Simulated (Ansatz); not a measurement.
**HfC (quintet): wave-function methods side by side, def2-SVP**

The task here is to estimate one member of a computed series from the others.

The runs use Ansatz 0.2.0, Gaussian basis; def2-SVP, core rule «outside noble gas», up to 5 orbitals frozen.

Plan: UHF; CCSD(T) on ROHF; CCSD(T) on UHF; CISD; CCSDT(Q) on ROHF; CCSDT(Q) on UHF; CCSDTQ on ROHF.

17 further runs of the same task are left out: 11 for a known fault of the program, 6 set aside as unsound or not needed.

## The geometry

The geometry is a PBE0/def2-TZVP stationary point (not a proven minimum) of the parent state, kept for this charge and spin. No spin-orbit coupling is included. Elements past krypton take def2 core potentials.

2 atoms, charge 0, spin multiplicity 5.

Atoms are counted from 1 here; the program's logs count them from 0.

Bond lengths: Hf1–C2 1.798 Å.

The first run:

The input, in.yaml:

```yaml
crystal:
  periodic: [false, false, false]
  atoms:
    - {symbol: Hf, position_ang: [0.000000, 0.000000, 0.000000]}
    - {symbol: C, position_ang: [0.000000, 0.000000, 1.798320]}
basis:
  gaussian: {orbitals: def2-SVP}
magnetization: {spin_polarized: true, initial_magnetization: 4}
hamiltonian: {xc: hf}
output: {orbitals: {seedname: orbitals}}
```

Started as:

```bash
> ansatz run in.yaml --threads 1 --pin off --events-out ev --progress --plain --max-ram 4096MiB --backend cpu
```

Steps of the session up to this table: UHF; CCSD(T) on ROHF; CCSD(T) on UHF; CISD; CCSDT(Q) on ROHF; CCSDT(Q) on UHF; CCSDTQ on ROHF.

One of the session's tables, all rows but one given; the rest of the session is left out.

It belongs to the step «Misses and costs». 

| method | from RCCSDTQ (meV) |
| --- | --- |
| ROHF | +4686.1 |
| UHF | +4517.2 |
| RMP2 | +702.8 |
| UMP2 | +664.6 |
| RCCSD | +287.9 |
| UCCSD | ? |
| RCCSD(T) | +50.1 |
| UCCSD(T) | -13.0 |
| RCCSDT | +19.6 |
| UCCSDT | -44.5 |
| RCCSDT(Q) | +7.4 |
| UCCSDT(Q) | -60.3 |
| RCCSDTQ | 0 |

Estimate the missing values for UCCSD.

As computed: from RCCSDTQ (meV): +215.7. In the column «from RCCSDTQ (meV)» it lies between RCCSD(T) (+50.1) and RCCSD (+287.9).

To keep in mind: Restricted and unrestricted rows rest on different reference determinants; where their highest levels disagree by more than a few hundredths of an eV, they describe different states and don't form one ladder.
